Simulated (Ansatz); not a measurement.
# Na (bcc type): how the settings move a single-point run

How sensitive is a single-point run of Na (bcc type) to its settings? A reference run comes first, then one run with altered input.

Program: Ansatz 0.2.0. Level of theory: reference: DFT, PBE, all-electron LAPW, scalar-relativistic. These are calculated values, not measurements.

## 1. Starting point

It takes space group Im-3m (No. 229, cubic). Conventional cell: a = 3.864 Å, b = 3.864 Å, c = 3.864 Å, α = 90.00°, β = 90.00°, γ = 90.00°. Around Na (site symmetry m-3m) lie 8 Na at 3.35 Å.

Coordinates:

```
Na
1.0
    -1.93176    1.93176    1.93176
     1.93176   -1.93176    1.93176
     1.93176    1.93176   -1.93176
Na
1
Cartesian
  0.0000 0.0000 0.0000
```

## 2. Reference

The input, input.yaml:

```yaml
crystal:
  lattice:
    - [-1.931761571, 1.931761571, 1.931761571]
    - [1.931761571, -1.931761571, 1.931761571]
    - [1.931761571, 1.931761571, -1.931761571]
  atoms:
    - { symbol: Na, position: [0.0, 0.0, 0.0] }
kpoints:
  mp_grid: { grid: [13, 13, 13] }
scf:
  occupations: { method: fermi_dirac, width: 0.05 }
hamiltonian:
  xc: pbe
  pseudopotentials: { kind: all_electron, lapw: { basis_error: 0.001 } }
output:
  forces: true
  stress: true
  eigenvalues: true
  populations: true
```

Run with:

```console
$ ansatz run input.yaml --threads 1 --pin off --max-ram 2048MiB --backend cpu --events-out ev --progress --plain --runs-dir out
```

## 3. Variant: starting moments, occupations.method methfessel_paxton, occupations.width 0.001, spin_polarized true

input.yaml: that of step 2 with these lines changed.

```diff
@@ -6,3 +6,3 @@
   atoms:
-    - { symbol: Na, position: [0.0, 0.0, 0.0] }
+    - { symbol: Na, position: [0.0, 0.0, 0.0], spin: -4.0 }
 kpoints:
@@ -10,3 +10,3 @@
 scf:
-  occupations: { method: fermi_dirac, width: 0.05 }
+  occupations: { method: methfessel_paxton, width: 0.001 }
 hamiltonian:
@@ -19 +19,3 @@
   populations: true
+magnetization:
+  spin_polarized: true
```

Q: Predict the outcome of this session. Wanted: for each run, ending; energy change; pressure; gap; force.

The runs gave:

| run | ending | energy change | pressure (GPa) | gap (eV) | force (eV/Å) | cycles | time |
| --- | --- | --- | --- | --- | --- | --- | --- |
| reference | converged | 0 | 3.1 | 0.00 | 0.00 | 5 | 3.4 s |
| 1: starting moments, occupations.method methfessel_paxton, occupations.width 0.001, spin_polarized true | converged | +0.6 meV/atom (σ→0) | 3.1 | 0.00 | 0.00 | 19 | 23 s |

Residual by cycle in the longest SCF loop of each run; runs are numbered as in the table. The quantity is the density residual dr2, in eV.

| cycle | reference | run 1 |
| --- | --- | --- |
| 1 | 0.00219 | 0.00137 |
| 3 | 1.0e-5 | 4.8e-5 |
| 4 | 5.9e-8 | 1.5e-5 |
| 6 | - | 7.9e-7 |
| 8 | - | 2.3e-7 |
| 9 | - | 8.7e-7 |
| 11 | - | 1.2e-6 |
| 12 | - | 7.5e-7 |
| 14 | - | 6.2e-8 |
| 16 | - | 1.5e-8 |
| 17 | - | 7.3e-11 |
| 19 | - | 4.2e-14 |

Changing the spin polarisation and smearing moves the energy by +0.6 meV/atom (σ→0 values). Cost: 19 SCF cycles against 5, 23 s against 3.4 s.
